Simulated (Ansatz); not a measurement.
Ti3Nb, space group Pm-3m, a point defect in a supercell

Program: Ansatz 0.2.0, Python API.

Notebook, run cell by cell (the value of a cell's last expression is shown):

In [1]:
```python
import ansatz as az
import numpy as np

cell = (
    az.Lattice.of((4.133433, 0.0, 0.0), (0.0, 4.133433, 0.0), (0.0, 0.0, 4.133433))
    .atom("Ti", (0.0, 0.5, 0.5))
    .atom("Ti", (0.5, 0.0, 0.5))
    .atom("Ti", (0.5, 0.5, 0.0))
    .atom("Nb", (0.0, 0.0, 0.0))
)
host = cell.supercell(2, 2, 1)
defective = host.vacancy("Ti", at=(0.0, 0.5, 0.5))

def settled(structure):
    return (
        structure.calculation()
        .functional("pbesol")
        .basis(450)
        .kpoints(2, 2, 4, center="gamma")
        .occupations(az.OccupationsMethod.GAUSSIAN, width=0.1)
        .band_table()
    )
```

In [2]:
```python
perfect = settled(host).run().report
base = settled(defective).relax(force_tolerance=0.03, max_steps=25)
out = base.run()
r = out.report
```

In [3]:
```python
r["mixing_algorithm"], r["preconditioner"], r["eigensolver"]
```
Out [3]:
```text
('MSR1', 'Kerker', 'band_cg')
```

In [4]:
```python
r["kpoints_frac"][:4]
```
Out [4]:
```text
[[0.0, 0.0, 0.0], [0.0, 0.0, 0.25], [0.0, 0.0, -0.5], [0.0, -0.5, 0.0]]
```

In [5]:
```python
r["published_state_doubts"]
```
Out [5]:
```text
[]
```

In [6]:
```python
n_host, n_defect = len(perfect["lattice"]["sites"]), len(r["lattice"]["sites"])
print(f"perfect cell: {n_host} atoms, F = {perfect['free_energy_ev']:.4f} eV")
print(f"defect cell:  {n_defect} atoms, F = {r['free_energy_ev']:.4f} eV")
# chemical potentials are still to be added to this difference
print(f"difference {r['free_energy_ev'] - perfect['free_energy_ev']:.4f} eV (no chemical potentials)")
```
```text
perfect cell: 16 atoms, F = -47667.2761 eV
defect cell:  15 atoms, F = -45190.9665 eV
difference 2476.3096 eV (no chemical potentials)
```

In [7]:
```python
start = np.array([site.position for site in defective.resolved().sites])
step = np.array([site.position_frac for site in out.lattice.sites]) - start
moved = np.linalg.norm((step - np.round(step)) @ out.lattice.cell_ang, axis=1)
print("relaxation by atom (A):", " ".join(f"{site.symbol}:{d:.3f}" for site, d in zip(out.lattice.sites, moved)))
```
```text
relaxation by atom (A): Ti:0.037 Ti:0.025 Nb:0.098 Ti:0.000 Ti:0.037 Ti:0.017 Nb:0.098 Ti:0.000 Ti:0.037 Ti:0.025 Nb:0.001 Ti:0.000 Ti:0.037 Ti:0.017 Nb:0.001
```

In [8]:
```python
for label, run in (("perfect", perfect), ("defect", r)):
    levels, filled = np.array(run["eigenvalues_ev"][0]), np.array(run["occupations"][0])
    top = int(np.argmin(np.abs(levels - run["fermi_energy_ev"])))
    window = slice(max(top - 3, 0), top + 4)
    print(label, "levels near E_F at the first k-point:", ", ".join(f"{e - run['fermi_energy_ev']:.2f} ({f:.2f})" for e, f in zip(levels[window], filled[window])))
```
```text
perfect levels near E_F at the first k-point: -0.28 (2.00), -0.17 (1.99), -0.08 (1.76), -0.08 (1.76), 0.71 (0.00), 0.71 (0.00), 0.71 (0.00)
defect levels near E_F at the first k-point: -0.26 (2.00), -0.25 (2.00), -0.25 (2.00), -0.24 (2.00), 0.26 (0.00), 0.36 (0.00), 0.39 (0.00)
```

Reading the output:
- Total energies depend on the potentials; only differences at equal settings carry meaning. A total without «per atom» is that of the whole cell that was run.
- Spin is left out of this run.
- The computed bands are complete only to about 0.9 eV above the Fermi level.
- The mesh is modest for a metal, so energies can be off by several to tens of meV an atom and pressures by half a GPa or more; differences at equal mesh fare better.
- The difference holds no chemical potentials.
- Errors of mesh and smearing per atom add up over the supercell, so the energy can be off by tenths of an eV.
- Each cell's levels count from its own Fermi level and aren't aligned; one k-point can hide that the defect cell is metallic.
- The structure comes from a database of computed cells and needn't be a stable or known phase.
- Levels are Kohn-Sham eigenvalues on this mesh, without spin-orbit coupling.
- The supercell is small, so the defect meets its images and the energies aren't those of an isolated defect; a partly filled defect level may also lower its energy by spin or distortion. For a charged cell the difference holds no correction, alignment or term for the electrons' reservoir.
- It ran for 2.3 min on 1 thread of Arm Neoverse V2 (shared host), peak memory 0.8 GiB.
